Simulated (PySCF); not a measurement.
# C8H14: geometry, spin-spin couplings

Aim: predict the spin-spin couplings of C8H14 (`C=CC1CCCCC1`).

Computed with PySCF 2.14.0, with density-fitted response routines of our own, on a single molecule in the gas phase. Atoms are numbered from 0 throughout.

## Step 1: The molecule as given

22 atoms, charge 0, multiplicity 1; geometry from: GFN2-xTB.

Bonds of the start (Å): C0–C1 1.32, C1–C2 1.50, C2–C3 1.53, C3–C4 1.53, C4–C5 1.53, C5–C6 1.53, C6–C7 1.53, C7–C2 1.53, C0–H8 1.08, C0–H9 1.08, C1–H10 1.08, C2–H11 1.10, C3–H12 1.09, C3–H13 1.09, C4–H14 1.09, C4–H15 1.09, C5–H16 1.09, C5–H17 1.09, C6–H18 1.09, C6–H19 1.09, C7–H20 1.09, C7–H21 1.09.

## Step 2: Relaxing the molecule at PBE0-D3(BJ)/def2-SVP

The job: settings as JSON, then the geometry in Å.

```
{"job": {"xc": "PBE0", "basis": "def2-SVP", "d3": "d3bj", "grid": 1, "kind": "geom"}, "charge": 0, "multiplicity": 1}
C      3.237143    -0.194928     0.211329
C      2.047544     0.153585     0.663529
C      0.752016    -0.093029    -0.046198
C      0.044763     1.235570    -0.339720
C     -1.290780     0.999373    -1.038072
C     -2.190421     0.110241    -0.185216
C     -1.498154    -1.216344     0.111571
C     -0.162868    -0.977616     0.809625
H      3.360631    -0.698550    -0.733693
H      4.140179     0.006258     0.762950
H      1.956772     0.658423     1.617313
H      0.952168    -0.604343    -0.994124
H     -0.127269     1.764337     0.601090
H      0.688061     1.860699    -0.963220
H     -1.782658     1.956708    -1.224890
H     -1.115581     0.518782    -2.003609
H     -2.413603     0.619087     0.755706
H     -3.136037    -0.069137    -0.701345
H     -2.137859    -1.836923     0.743135
H     -1.327960    -1.754889    -0.823816
H      0.332453    -1.931189     1.006697
H     -0.338952    -0.486730     1.770111
```

**Question.** This job is followed by: B3LYP/6-31G* indirect spin-spin coupling, non-relativistic, gas phase. What will the session give for the following? point group; rotational constants (main isotopes); largest coupling of the table (B3LYP/6-31G*).

As calculated:

| quantity | value |
| --- | --- |
| point group | Cs |
| rotational constants (main isotopes) | 4.08, 1.32, 1.09 GHz |
| largest coupling of the table (B3LYP/6-31G*) | ¹J(C,H) C0–H9, 167.1 Hz |

What this shows: The optimisation took 4 steps and gained 0.068 eV; among the close pairs (by a distance rule), C0–H8 changed most, from 1.078 to 1.095 Å. No frequency check was run at this level, so the end point may be a saddle. Of the pairs tabulated at B3LYP/6-31G*, C0–H9 couples most strongly (167.1 Hz; Fermi contact 166.2 Hz). Couplings across rotatable bonds belong to this one conformer; where others are populated, the observed values are averages. The 2 measured couplings differ from the computed sizes by 1.5 Hz on average; vibrational averaging and surroundings are not included. Couplings from bases without tight functions are rough.
